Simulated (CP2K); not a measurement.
NbTe:

```
Te Nb
1.0
     3.70297    0.00000    0.00000
    -1.85149    3.20687    0.00000
     0.00000    0.00000    3.69421
Te Nb
1 1
Direct
  0.66667 0.33333 0.00000
  0.00000 0.00000 0.50000
```

The cell comes from a database or a generator and needn't be the stable form of this composition.

Program: CP2K 2026.2. Alike in all runs: no spin polarisation; cell as given; k mesh 8 × 8 × 7.

Order these runs on this cell by their pressure, lowest first.
A. level PBEsol; potentials or basis POTENTIAL_UZH Te GTH-PBE-q6, Nb GTH-PBE-q13; TZVP-MOLOPT-PBE-GTH basis; smearing fermi-dirac 0.0259 eV; EPS_DEFAULT 1.0E-9; NGRIDS 5; points a segment of the path (NPOINTS) 8; bands added on the path 2
B. level LDA; potentials or basis GTH_POTENTIALS Te GTH-PADE-q6, Nb GTH-PADE-q13; TZVP-MOLOPT-PBE-GTH basis; smearing fermi-dirac 0.1 eV; EPS_DEFAULT 1.0E-9; NGRIDS 4; points a segment of the path (NPOINTS) 8; bands added on the path 2
C. level RPBE; potentials or basis POTENTIAL_UZH Te GTH-PBE-q6, Nb GTH-PBE-q13; TZVP-MOLOPT-PBE-GTH basis; smearing gaussian 0.02 eV; EPS_DEFAULT 1.0E-10; NGRIDS 5

B (-6.2 GPa), A (-1.7 GPa), C (3.1 GPa).

Caveats: the basis of atomic orbitals isn't converged, which shifts pressures, moduli and gaps; the potentials were made for another functional, which shifts forces and pressure (some runs).

Not every run made on this cell is shown here.
